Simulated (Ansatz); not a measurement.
# ClFGeI: the cost of one run

All numbers are computed with Ansatz 0.2.0, driven from Python. Level of theory: PBE0/def2-SVP.

**1. The structure**

Bond lengths: F1–Ge2 1.724 Å, Ge2–Cl3 2.139 Å, Ge2–I4 2.573 Å. Angles: F1–Ge2–Cl3 107.5°, F1–Ge2–I4 110.6°, Cl3–Ge2–I4 108.8°.

The script holds or builds the structure itself.

**2. The script**

The input, run_scan.py:

```python
"""Potential curve of ClFGeI along one bond."""

import ansatz as az
import numpy as np

BASIS_SET = "def2-SVP"
XC = "pbe0"


def main() -> None:
    system = (
        az.Crystal.molecule()
        .atom("F", [-1.7469, -0.1852, 0.1473])
        .atom("Ge", [-0.1689, 0.5095, 0.1424])
        .atom("Cl", [0.926, -0.3711, 1.7549])
        .atom("I", [1.0453, -0.0134, -2.0648])
    )

    symbols = [site.symbol for site in system.cartesian_sites]
    start = np.array([site.position_ang for site in system.cartesian_sites])
    axis = (start[2] - start[1]) / np.linalg.norm(start[2] - start[1])
    moving = [2]
    lengths, energies = [1.882, 1.968, 2.053, 2.139, 2.224, 2.31, 2.395, 2.524], []
    for length in lengths:
        xyz = start.copy()
        xyz[moving] += (length - np.linalg.norm(start[2] - start[1])) * axis
        point = az.Crystal.molecule()
        for symbol, place in zip(symbols, xyz):
            point = point.atom(symbol, place.tolist())
        calc = (
            point.calculation()
            .basis(gaussian=BASIS_SET)
            .functional(XC)
            .spin("collinear", total=1)
        )
        data = calc.run().report
        energies.append(data["free_energy_ev"])
        print(f"r = {length:6.3f} A  E = {energies[-1]:.5f} eV  <S^2> = {abs(data['mean_field']['state']['spin_squared']):.3f}")

    # quartic fit about the minimum
    fit = np.polynomial.Polynomial.fit(lengths, np.array(energies) - min(energies), 4).convert()
    roots = [r.real for r in fit.deriv().roots() if abs(r.imag) < 1e-9 and fit.deriv(2)(r.real) > 0]
    r_e = min(roots, key=lambda r: abs(r - lengths[int(np.argmin(energies))]))
    print(f"minimum of the fit at {r_e:.4f} A, force constant {fit.deriv(2)(r_e):.2f} eV/A^2")


if __name__ == "__main__":
    main()
```

**3. The calls as engine input**

The engine receives this input (first run):

```yaml
crystal:
  periodic: [false, false, false]
  atoms:
    - { symbol: F, position_ang: [-1.7469, -0.1852, 0.1473] }
    - { symbol: Ge, position_ang: [-0.1689, 0.5095, 0.1424] }
    - { symbol: Cl, position_ang: [0.7945432136191506, -0.2653726768773623, 1.5612986957355743] }
    - { symbol: I, position_ang: [1.0453, -0.0134, -2.0648] }
basis:
  gaussian:
    orbitals: def2-SVP
hamiltonian:
  xc: pbe0
magnetization:
  spin_polarized: true
  initial_magnetization: 1.0
```

**4. The run**

Launch:

```console
$ python run_scan.py
```

Q: Estimate wall time and peak memory on 1 thread of Arm Neoverse V1, shared host.

About 54 s, with a peak of 0.38 GiB.
